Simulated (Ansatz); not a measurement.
# TaC+ (quintet): the correlation ladder, def2-TZVPP

One table from this session's results is given with a row withheld; the runs are named, their logs left out.

Computed with Ansatz 0.2.0, Gaussian basis. Level: def2-TZVPP, core rule «outside noble gas», up to 5 orbitals frozen.

To be run: UHF; ROHF; CCSD(T) on UHF.

### The system

The geometry is a PBE0/def2-TZVP stationary point (not a proven minimum) of the parent state, kept for this charge and spin. No spin-orbit coupling is included. Elements past krypton take def2 core potentials.

2 atoms, charge 1, spin multiplicity 5.

Atoms are counted from 1 here; the program's logs count them from 0.

Bond lengths: Ta1–C2 1.764 Å.

Set-up of the first run:

Contents of in.yaml:

```yaml
crystal:
  periodic: [false, false, false]
  atoms:
    - {symbol: Ta, position_ang: [0.000000, 0.000000, 0.000000]}
    - {symbol: C, position_ang: [0.000000, 0.000000, 1.764200]}
basis:
  gaussian: {orbitals: def2-TZVPP}
total_charge: 1
magnetization: {spin_polarized: true, initial_magnetization: 4}
hamiltonian: {xc: hf}
output: {orbitals: {seedname: orbitals}}
```

The run is started by

```bash
$ ansatz run in.yaml --threads 1 --pin off --events-out ev --progress --plain --max-ram 4096MiB --backend cpu
```

Among the steps run: UHF; ROHF; CCSD(T) on UHF.

One table of the session follows, with a row left open; its other results are not shown here.

| method | from UCCSD(T) (meV) |
| --- | --- |
| ROHF | +6053.6 |
| UHF | ? |
| UMP2 | +819.7 |
| UCCSD | +342.5 |
| UCCSD(T) | 0 |

Estimate the missing values for UHF.

The run gave: from UCCSD(T) (meV): +5823.1. In the column «from UCCSD(T) (meV)» it lies between UMP2 (+819.7) and ROHF (+6053.6).
